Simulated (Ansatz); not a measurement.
# CoBi: energy and pressure over a range of volumes

An exercise on one series of results from a longer session: the logs are not shown, and one member is left open.

Computed with Ansatz 0.2.0 (DFT PBE, scalar-relativistic, unless a step's input says otherwise).

### The system as given

Symmetry: Fm-3m, No. 225, cubic system. Conventional cell: a = 5.401 Å, b = 5.401 Å, c = 5.401 Å, α = 90.00°, β = 90.00°, γ = 90.00°. Around Co (site symmetry m-3m) lie 6 Bi at 2.70 Å. Bi (site symmetry m-3m) has 6 Co at 2.70 Å as nearest neighbours.

Coordinates:

```xyz
2
Lattice="0.0000 2.7003 2.7003 2.7003 0.0000 2.7003 2.7003 2.7003 0.0000" Properties=species:S:1:pos:R:3 pbc="T T T"
Co    0.0000    0.0000    0.0000
Bi    2.7003    2.7003    2.7003
```

The cell was relaxed by PAW from a hypothetical start (rocksalt type); it needn't be the stable phase of this composition.

Atoms are numbered in the order of the input: Co1, Bi2.

The first run:

input.yaml

```yaml
crystal:
  lattice:
    - [0.0, 2.6545566849, 2.6545566849]
    - [2.6545566849, 0.0, 2.6545566849]
    - [2.6545566849, 2.6545566849, 0.0]
  atoms:
    - { symbol: Co, position: [0.0, 0.0, 0.0], spin: 2.0 }
    - { symbol: Bi, position: [0.5, 0.5, 0.5] }
magnetization:
  spin_polarized: true
kpoints:
  mp_grid: { grid: [13, 13, 13] }
scf:
  occupations: { method: fermi_dirac, width: 0.05 }
hamiltonian:
  xc: pbe
  pseudopotentials: { kind: all_electron, lapw: { basis_error: 0.00025 } }
output:
  forces: true
  stress: true
  eigenvalues: true
```

Started as:

```
> ansatz run input.yaml --threads 1 --pin off --max-ram 3072MiB --backend cpu --events-out ev --progress --plain --runs-dir out
```

Among the steps run: Volume × 0.95, LAPW; Volume × 0.95, PAW; Volume × 0.95, crystal datasets; Volume × 0.975, LAPW; Volume × 0.975, PAW; Volume × 1.025, LAPW; Volume × 1.025, PAW; Volume × 1.05, LAPW; Volume × 1.05, PAW; Volume × 1.05, crystal datasets.

One of the session's tables, all rows but one given; the rest of the session is left out.

It belongs to the step «The equation of state». 

```
          method  volume (Å³/atom)  moment Co1 (μB)
            LAPW            18.706             0.47
            LAPW            19.198             0.54
            LAPW            19.690             0.61
            LAPW            20.183             0.69
            LAPW            20.675             0.80
             PAW            18.706             0.45
             PAW            19.198             0.53
             PAW            19.690             0.60
             PAW            20.183             0.68
             PAW            20.675             0.78
crystal datasets            18.706                ?
crystal datasets            19.690             0.61
crystal datasets            20.675             0.79
```

**Question.** Estimate the row for crystal datasets, 18.706.

As computed: moment Co1 (μB): 0.46. In the column «moment Co1 (μB)» it lies between PAW, 18.706 (0.45) and LAPW, 18.706 (0.47).

Caveats from the session: Other magnetic orders may lie lower; this is the state that the run reached. Warnings in the runs' records: gradients without spin orbit, crystal datasets made, printed levels off.
